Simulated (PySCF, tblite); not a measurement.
# H₉NO₂Si₃: a rotation path, then NMR shifts on frames, part 2 of 2

tblite 0.8.0 and PySCF 2.14.0. Atoms count from 0. Earlier steps stand in the parts before.

## 5. Nuclear shieldings: image 4, PBE0/pcSseg-1

The job: settings as JSON, then the geometry in Å.

```
{"job": {"kind": "nmr", "xc": "PBE0", "basis": "pcSseg-1", "pop": false}, "charge": 0, "multiplicity": 1}
N      2.690300     0.418900    -0.904100
Si     1.609900     0.345300     0.432400
O      0.690700    -0.971600     0.196800
Si    -0.650200    -1.647000    -0.385600
O     -1.822600    -0.547300    -0.559500
Si    -2.487500     0.909200    -0.333100
H      3.382700     1.148400    -0.931500
H      3.076800    -0.441100    -1.259900
H      2.181700     0.088300     1.757100
H      0.838300     1.581900     0.394700
H     -0.390900    -2.164000    -1.721500
H     -1.080100    -2.600600     0.626500
H     -3.275100     0.821700     0.895900
H     -3.308900     1.125000    -1.521900
H     -1.459500     1.940800    -0.214000
```

With the program's defaults for keys left out, this is: GIAO PBE0/pcSseg-1 NMR shielding, non-relativistic, gas phase.

Standard output:

```text
coarse grid: 13688 points
cycle   1  E = -1078.3645585651  dE =  6.416e-01  |g| = 1.077e+00  |ddm| = 3.546e+00
cycle   2  E = -1078.0616157436  dE =  3.029e-01  |g| = 1.655e+00  |ddm| = 2.057e+00
cycle   3  E = -1078.5647156256  dE = -5.031e-01  |g| = 9.531e-02  |ddm| = 1.438e+00
cycle   4  E = -1078.5658803022  dE = -1.165e-03  |g| = 5.727e-02  |ddm| = 1.139e-01
cycle   5  E = -1078.5665126650  dE = -6.324e-04  |g| = 1.014e-02  |ddm| = 4.899e-02
cycle   6  E = -1078.5665328236  dE = -2.016e-05  |g| = 1.068e-03  |ddm| = 1.001e-02
cycle   7  E = -1078.5665329890  dE = -1.654e-07  |g| = 5.840e-04  |ddm| = 1.357e-03
final grid: 117536 points
cycle   8  E = -1078.6171227193  dE = -7.544e-06  |g| = 1.061e-02  |ddm| = 1.421e-02
cycle   9  E = -1078.6170967088  dE =  2.601e-05  |g| = 1.601e-02  |ddm| = 1.720e-02
cycle  10  E = -1078.6171420964  dE = -4.539e-05  |g| = 4.512e-04  |ddm| = 1.067e-02
cycle  11  E = -1078.6171421262  dE = -2.983e-08  |g| = 2.037e-04  |ddm| = 5.117e-04
cycle  12  E = -1078.6171421339  dE = -7.753e-09  |g| = 4.539e-05  |ddm| = 1.808e-04
cycle  13  E = -1078.6171421343  dE = -3.349e-10  |g| = 1.434e-05  |ddm| = 3.945e-05
converged SCF energy = -1078.6171421343

GIAO shielding tensors (ppm)
atom      isotropic    diamagn.    paramagn.     s11        s22        s33       span
  0 N      248.053     316.394     -68.341    203.958    254.346    285.855     81.897
  1 Si     382.251     880.772    -498.521    365.898    367.118    413.737     47.839
  2 O      262.400     401.526    -139.127    231.936    245.165    310.098     78.162
  3 Si     396.609     880.855    -484.246    392.903    397.901    399.022      6.120
  4 O      292.141     401.306    -109.165    236.428    268.616    371.380    134.951
  5 Si     391.908     880.044    -488.137    352.697    359.746    463.280    110.584
  6 H       31.661      29.277       2.384     24.795     26.575     43.612     18.817
  7 H       31.082      30.571       0.511     24.035     28.130     41.082     17.046
  8 H       26.242      29.974      -3.732     22.520     24.585     31.620      9.100
  9 H       26.206      32.693      -6.487     22.563     25.131     30.923      8.360
 10 H       26.690      30.008      -3.319     23.116     24.784     32.169      9.053
 11 H       26.774      29.561      -2.788     23.089     24.701     32.531      9.442
 12 H       26.471      29.379      -2.908     23.248     24.650     31.515      8.267
 13 H       26.491      28.757      -2.266     23.064     24.702     31.707      8.643
 14 H       26.258      31.636      -5.378     22.114     26.767     29.891      7.777
```

It took 21 s on 1 thread of Intel Xeon Platinum 8375C at 2.90GHz, shared host; peak memory 0.87 GiB.

Key values: δ N0 19.7, Si1 -33.1, Si5 -42.7, Si3 -47.5, H9 5.51, H8 5.48 ppm.

## 6. Nuclear shieldings: image 6, PBE0/pcSseg-1

The job: settings as JSON, then the geometry in Å.

```
{"job": {"kind": "nmr", "xc": "PBE0", "basis": "pcSseg-1", "pop": false}, "charge": 0, "multiplicity": 1}
N      2.252200     0.652500    -0.939300
Si     1.648400     0.221600     0.613500
O      0.697600    -1.078000     0.407100
Si    -0.634800    -1.708700    -0.242800
O     -1.720000    -0.567200    -0.601300
Si    -2.283700     0.947900    -0.539400
H      2.906900     1.411100    -1.028700
H      2.489900    -0.088400    -1.580200
H      2.616700    -0.276600     1.593300
H      0.879400     1.358900     1.109800
H     -0.292600    -2.333900    -1.512700
H     -1.204100    -2.559400     0.790400
H     -3.174200     1.012400     0.619700
H     -3.003700     1.116100    -1.800000
H     -1.182400     1.899900    -0.417000
```

Level: GIAO PBE0/pcSseg-1 NMR shielding, non-relativistic, gas phase.

Standard output:

```text
coarse grid: 13688 points
cycle   1  E = -1078.3646312286  dE =  6.424e-01  |g| = 1.077e+00  |ddm| = 3.545e+00
cycle   2  E = -1078.0640241380  dE =  3.006e-01  |g| = 1.652e+00  |ddm| = 2.020e+00
cycle   3  E = -1078.5647578896  dE = -5.007e-01  |g| = 9.584e-02  |ddm| = 1.404e+00
cycle   4  E = -1078.5659226851  dE = -1.165e-03  |g| = 5.784e-02  |ddm| = 1.144e-01
cycle   5  E = -1078.5665664717  dE = -6.438e-04  |g| = 1.009e-02  |ddm| = 4.968e-02
cycle   6  E = -1078.5665862114  dE = -1.974e-05  |g| = 1.146e-03  |ddm| = 9.988e-03
cycle   7  E = -1078.5665863763  dE = -1.649e-07  |g| = 7.300e-04  |ddm| = 1.467e-03
final grid: 117536 points
cycle   8  E = -1078.6175947145  dE = -8.637e-06  |g| = 1.080e-02  |ddm| = 1.423e-02
cycle   9  E = -1078.6175676543  dE =  2.706e-05  |g| = 1.631e-02  |ddm| = 1.744e-02
cycle  10  E = -1078.6176147680  dE = -4.711e-05  |g| = 4.737e-04  |ddm| = 1.081e-02
cycle  11  E = -1078.6176148006  dE = -3.259e-08  |g| = 2.209e-04  |ddm| = 5.231e-04
cycle  12  E = -1078.6176148096  dE = -8.976e-09  |g| = 4.763e-05  |ddm| = 1.918e-04
cycle  13  E = -1078.6176148100  dE = -3.527e-10  |g| = 1.642e-05  |ddm| = 4.227e-05
converged SCF energy = -1078.6176148100

GIAO shielding tensors (ppm)
atom      isotropic    diamagn.    paramagn.     s11        s22        s33       span
  0 N      248.617     317.765     -69.148    205.655    254.434    285.761     80.105
  1 Si     382.111     880.574    -498.464    367.435    368.708    410.189     42.754
  2 O      262.645     401.237    -138.592    240.376    257.602    289.956     49.580
  3 Si     395.820     881.031    -485.211    393.305    396.487    397.670      4.365
  4 O      292.562     401.474    -108.911    237.017    269.396    371.274    134.258
  5 Si     391.778     880.199    -488.422    354.619    359.882    460.831    106.212
  6 H       31.585      29.932       1.653     24.859     26.236     43.659     18.801
  7 H       31.080      31.679      -0.599     24.103     28.243     40.895     16.792
  8 H       26.270      29.134      -2.864     22.535     24.390     31.886      9.351
  9 H       26.347      32.133      -5.786     23.358     24.836     30.846      7.488
 10 H       26.738      30.208      -3.471     23.318     24.679     32.215      8.897
 11 H       26.781      29.499      -2.718     23.027     24.661     32.655      9.629
 12 H       26.460      29.525      -3.065     23.233     24.589     31.557      8.323
 13 H       26.483      28.981      -2.499     23.088     24.647     31.712      8.624
 14 H       26.253      31.784      -5.531     22.133     26.840     29.787      7.654
```

Run time: 21 s. Hardware: 1 thread of Intel Xeon Platinum 8375C at 2.90GHz, shared host; peak memory 0.81 GiB.

In short: δ N0 19.1, Si1 -33.0, Si5 -42.6, Si3 -46.7, H14 5.46, H8 5.45 ppm.

## 7. Nuclear shieldings: image 8, PBE0/pcSseg-1

The job: settings as JSON, then the geometry in Å.

```
{"job": {"kind": "nmr", "xc": "PBE0", "basis": "pcSseg-1", "pop": false}, "charge": 0, "multiplicity": 1}
N      1.901200     0.917000    -0.807900
Si     1.750100     0.096500     0.696800
O      0.696400    -1.121500     0.501500
Si    -0.656600    -1.746100    -0.109400
O     -1.643100    -0.601400    -0.683700
Si    -2.136400     0.939800    -0.754600
H      2.584900     1.647300    -0.913800
H      1.819600     0.385500    -1.659800
H      2.938600    -0.611800     1.181900
H      1.217500     1.064600     1.653000
H     -0.296200    -2.555800    -1.266100
H     -1.323100    -2.415900     0.997600
H     -3.085400     1.144000     0.342000
H     -2.780500     1.026900    -2.065500
H     -0.991400     1.838900    -0.639700
```

With the program's defaults for keys left out, this is: GIAO PBE0/pcSseg-1 NMR shielding, non-relativistic, gas phase.

Standard output:

```text
coarse grid: 13688 points
cycle   1  E = -1078.3645856107  dE =  6.366e-01  |g| = 1.077e+00  |ddm| = 3.547e+00
cycle   2  E = -1078.0637930502  dE =  3.008e-01  |g| = 1.652e+00  |ddm| = 2.018e+00
cycle   3  E = -1078.5647507413  dE = -5.010e-01  |g| = 9.645e-02  |ddm| = 1.404e+00
cycle   4  E = -1078.5659406909  dE = -1.190e-03  |g| = 5.797e-02  |ddm| = 1.158e-01
cycle   5  E = -1078.5665844548  dE = -6.438e-04  |g| = 1.027e-02  |ddm| = 4.989e-02
cycle   6  E = -1078.5666045552  dE = -2.010e-05  |g| = 1.346e-03  |ddm| = 1.012e-02
cycle   7  E = -1078.5666047372  dE = -1.821e-07  |g| = 9.742e-04  |ddm| = 1.686e-03
final grid: 117536 points
cycle   8  E = -1078.6169934569  dE = -8.602e-06  |g| = 1.088e-02  |ddm| = 1.625e-02
cycle   9  E = -1078.6169656318  dE =  2.783e-05  |g| = 1.653e-02  |ddm| = 1.761e-02
cycle  10  E = -1078.6170137066  dE = -4.807e-05  |g| = 4.565e-04  |ddm| = 1.090e-02
cycle  11  E = -1078.6170137347  dE = -2.803e-08  |g| = 2.234e-04  |ddm| = 4.786e-04
cycle  12  E = -1078.6170137437  dE = -9.059e-09  |g| = 5.025e-05  |ddm| = 2.002e-04
cycle  13  E = -1078.6170137441  dE = -3.949e-10  |g| = 1.736e-05  |ddm| = 4.730e-05
converged SCF energy = -1078.6170137441

GIAO shielding tensors (ppm)
atom      isotropic    diamagn.    paramagn.     s11        s22        s33       span
  0 N      248.263     319.324     -71.061    203.927    254.431    286.431     82.503
  1 Si     382.725     880.388    -497.663    368.944    370.973    408.256     39.311
  2 O      265.225     401.036    -135.811    237.340    240.135    318.199     80.858
  3 Si     396.523     881.129    -484.606    394.183    397.221    398.164      3.981
  4 O      291.767     401.879    -110.113    233.140    273.932    368.229    135.090
  5 Si     392.939     880.472    -487.533    357.399    359.927    461.490    104.090
  6 H       31.618      30.289       1.329     24.801     26.323     43.729     18.928
  7 H       31.184      33.317      -2.134     24.501     28.495     40.555     16.054
  8 H       26.233      28.589      -2.355     22.544     24.266     31.890      9.346
  9 H       26.419      31.120      -4.701     23.811     23.996     31.451      7.641
 10 H       26.754      29.997      -3.243     23.273     24.611     32.379      9.106
 11 H       26.738      29.547      -2.809     23.001     24.610     32.602      9.601
 12 H       26.486      29.731      -3.244     23.235     24.608     31.614      8.379
 13 H       26.526      29.167      -2.642     23.136     24.674     31.767      8.631
 14 H       25.978      31.806      -5.828     21.551     27.056     29.326      7.775
```

Run time: 21 s. Hardware: 1 thread of Intel Xeon Platinum 8375C at 2.90GHz, shared host; peak memory 0.81 GiB.

Key values: δ N0 19.5, Si1 -33.6, Si5 -43.8, Si3 -47.4, H14 5.74, H8 5.48 ppm.

## 8. Side by side: NMR shifts

Shifts (ppm) of some atoms, chosen among heavy atoms and hydrogens apart, with basis size and wall time:

| frame | H9 | H14 | N0 | Si1 | Si5 | O2 | O4 | functions | time |
| --- | --- | --- | --- | --- | --- | --- | --- | --- | --- |
| image 0 | 5.33 | 5.18 | 17.9 | -35.0 | -44.8 | 69.0 | 43.0 | 168 | 20 s |
| image 2 | 5.45 | 5.33 | 18.9 | -34.1 | -44.2 | 71.0 | 43.5 | 168 | 21 s |
| image 4 | 5.51 | 5.46 | 19.7 | -33.1 | -42.7 | 73.7 | 43.9 | 168 | 21 s |
| image 6 | 5.37 | 5.46 | 19.1 | -33.0 | -42.6 | 73.4 | 43.5 | 168 | 21 s |
| image 8 | 5.30 | 5.74 | 19.5 | -33.6 | -43.8 | 70.9 | 44.3 | 168 | 21 s |

## 9. Results

What follows sums up all 2 parts.

| quantity | value |
| --- | --- |
| barrier | 0.028 eV (0.7 kcal/mol) at image 4 |
| end to end (GFN2-xTB) | -0.011 eV |
| ¹H shifts against TMS (PBE0/pcSseg-1, image 0) | 5.62, 5.33, 5.20, 5.20, 5.18, 5.01, 4.96, 0.56, -0.08 ppm |
| ¹⁵N shifts against NH3 (PBE0/pcSseg-1, image 0) | 17.9 ppm |
| ²⁹Si shifts against TMS (PBE0/pcSseg-1, image 0) | -35.0, -44.8, -47.2 ppm |
| ¹⁷O shifts against H2O (PBE0/pcSseg-1, image 0) | 69.0, 43.0 ppm |
| range of the shift of O2 | 69.0 to 73.7 ppm |

In words: Along the band the dihedral turns by 120°, and the top (dihedral -92°) lies 0.7 kcal/mol above the start (GFN2-xTB, rough), so at room temperature this motion is fast. Ends this close can change order at a higher level. The top was not checked by a frequency run. Shifts at one fixed geometry are not the observed spectrum, which averages over the motion. In the first frame run (image 0): The widest tensor belongs to O2: span 145 ppm, with a paramagnetic part of -135 ppm. Across the 5 runs the shift of O2 moves most, between 69.0 (image 0) and 73.7 ppm (image 4).
